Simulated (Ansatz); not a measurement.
**ClFH6Si3: small, medium and large basis sets**

One table from this session's results is given with a row withheld; the runs are named, their logs left out.

The runs use Ansatz 0.2.0, Gaussian basis; one geometry, several basis sets.

Levels to be run: PBE0-D4/def2-SVP; ωB97M-V/def2-SVP; PBE0-D4/def2-QZVPP; ωB97M-V/def2-QZVPP; the functionals' def2-TZVPP values are taken from earlier runs.

## Structure used throughout

All runs share one geometry, relaxed beforehand with PBE0-D4 in a triple-zeta def2 set.

SMILES `F[Si]([SiH3])([SiH3])Cl`, 11 atoms, charge 0, spin multiplicity 1.

Atoms are counted from 1 here; the program's logs count them from 0.

Bond lengths: F1–Si2 1.604 Å, Si2–Si3 2.345 Å, Si2–Si4 2.345 Å, Si2–Cl5 2.061 Å, Si3–H6 1.486 Å, Si3–H7 1.486 Å, Si3–H8 1.487 Å, Si4–H9 1.487 Å, Si4–H10 1.486 Å, Si4–H11 1.486 Å. Angles: F1–Si2–Si3 108.9°, F1–Si2–Si4 108.9°, F1–Si2–Cl5 107.1°, Si3–Si2–Si4 116.7°, Si3–Si2–Cl5 107.5°, Si4–Si2–Cl5 107.5°, Si2–Si3–H6 109.9°, Si2–Si3–H7 108.1°, Si2–Si3–H8 109.9°, H6–Si3–H7 109.9°, H6–Si3–H8 109.8°, H7–Si3–H8 109.2°, Si2–Si4–H9 109.9°, Si2–Si4–H10 108.1°, Si2–Si4–H11 109.9°, H9–Si4–H10 109.2°, H9–Si4–H11 109.8°, H10–Si4–H11 109.9°.

The first run:

The input, in.yaml:

```yaml
crystal:
  periodic: [false, false, false]
  atoms:
    - {symbol: F, position_ang: [-2.057337, 0.797062, 0.405237]}
    - {symbol: Si, position_ang: [-0.513902, 0.659635, -0.010706]}
    - {symbol: Si, position_ang: [0.739623, 0.115748, 1.894556]}
    - {symbol: Si, position_ang: [-0.347378, -0.804662, -1.834223]}
    - {symbol: Cl, position_ang: [0.108507, 2.517509, -0.650640]}
    - {symbol: H, position_ang: [0.566424, 1.166518, 2.930369]}
    - {symbol: H, position_ang: [2.169573, 0.028541, 1.498128]}
    - {symbol: H, position_ang: [0.300356, -1.199476, 2.431704]}
    - {symbol: H, position_ang: [-0.829758, -2.156187, -1.444360]}
    - {symbol: H, position_ang: [1.083123, -0.891570, -2.228726]}
    - {symbol: H, position_ang: [-1.153832, -0.290117, -2.970841]}
basis:
  gaussian: {orbitals: def2-SVP}
hamiltonian: {xc: pbe0, dispersion: d4}
output: {orbitals: {seedname: orbitals}}
```

Steps of the session up to this table: PBE0-D4 in def2-SVP; ωB97M-V in def2-SVP; PBE0-D4 in def2-QZVPP; ωB97M-V in def2-QZVPP.

One table of the session follows, with a row left open; its other results are not shown here.

It belongs to the step «Functionals by basis». 

| functional | basis | HOMO (eV) |
| --- | --- | --- |
| PBE0-D4 | def2-SVP | -7.78 |
| PBE0-D4 | def2-TZVPP | -7.80 |
| PBE0-D4 | def2-QZVPP | ? |
| ωB97M-V | def2-SVP | -9.69 |
| ωB97M-V | def2-TZVPP | -9.74 |
| ωB97M-V | def2-QZVPP | -9.77 |

Q: Estimate the row for PBE0-D4, def2-QZVPP from the others.

The run gave: HOMO (eV): -7.81. In the column «HOMO (eV)» it lies between ωB97M-V, def2-SVP (-9.69) and PBE0-D4, def2-TZVPP (-7.80).
